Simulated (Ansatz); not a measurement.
# BGeHF+ (triplet): the correlation ladder, cc-pVDZ

The task here is to estimate one member of a computed series from the others.

Program: Ansatz 0.2.0, Gaussian basis. Level of theory: cc-pVDZ, core rule «outside noble gas», up to 16 orbitals frozen. These are calculated values, not measurements.

To be run: UHF; CCSD(T) on ROHF; CCSD(T) on UHF; BCCD(T) on ROHF; CISD; CCSDT(Q) on ROHF; CCSDT(Q) on UHF.

22 further runs of the same task are left out: 8 that didn't finish, 14 set aside as unsound or not needed.

### The geometry

The geometry is a PBE0/def2-TZVP stationary point (not a proven minimum) of the parent state, kept for this charge and spin. No spin-orbit coupling is included. The filled d shell of Ge may be among the frozen orbitals whatever the setting's name suggests; the logs give the count.

4 atoms, charge 1, spin multiplicity 3.

Atoms are counted from 1 here; the program's logs count them from 0.

Bond lengths: F1–B2 1.300 Å, B2–Ge3 1.934 Å, B2–H4 1.371 Å, Ge3–H4 1.864 Å. Angles: F1–B2–Ge3 176.3°, F1–B2–H4 117.6°, Ge3–B2–H4 66.2°, B2–Ge3–H4 42.3°, B2–H4–Ge3 71.6°.

The first run:

Input file in.yaml:

```yaml
crystal:
  periodic: [false, false, false]
  atoms:
    - {symbol: F, position_ang: [0.000012, -0.353366, 1.600203]}
    - {symbol: B, position_ang: [-0.000026, -0.288012, 0.301824]}
    - {symbol: Ge, position_ang: [0.000005, -0.316084, -1.631542]}
    - {symbol: H, position_ang: [0.000009, 0.957462, -0.270485]}
basis:
  gaussian: {orbitals: cc-pVDZ}
total_charge: 1
magnetization: {spin_polarized: true, initial_magnetization: 2}
hamiltonian: {xc: hf}
output: {orbitals: {seedname: orbitals}}
```

Launch:

```bash
> ansatz run in.yaml --threads 1 --pin off --events-out ev --progress --plain --max-ram 2393MiB
```

Steps of the session up to this table: UHF; CCSD(T) on ROHF; CCSD(T) on UHF; BCCD(T) on ROHF; CISD; CCSDT(Q) on ROHF; CCSDT(Q) on UHF.

One table of the session follows, with a row left open; its other results are not shown here.

It belongs to the step «Misses and costs». 

| method | from UCCSDT(Q) (kJ/mol) |
| --- | --- |
| ROHF | +939.3 |
| UHF | +921.5 |
| RMP2 | +96.7 |
| UMP2 | +99.8 |
| CISD | +115.5 |
| RCCSD | +33.6 |
| UCCSD | +32.7 |
| RCCSD(T) | +6.3 |
| UCCSD(T) | +5.9 |
| BCCD(T) | +5.7 |
| RCCSDT | +2.6 |
| UCCSDT | ? |
| RCCSDT(Q) | +1.1 |
| UCCSDT(Q) | 0 |

Q: Estimate the row for UCCSDT from the others.

The run gave: from UCCSDT(Q) (kJ/mol): +2.1. In the column «from UCCSDT(Q) (kJ/mol)» it lies between RCCSDT(Q) (+1.1) and RCCSDT (+2.6).

Caveats from the session: Restricted and unrestricted rows rest on different reference determinants; where their highest levels disagree by more than a few hundredths of an eV, they describe different states and don't form one ladder.
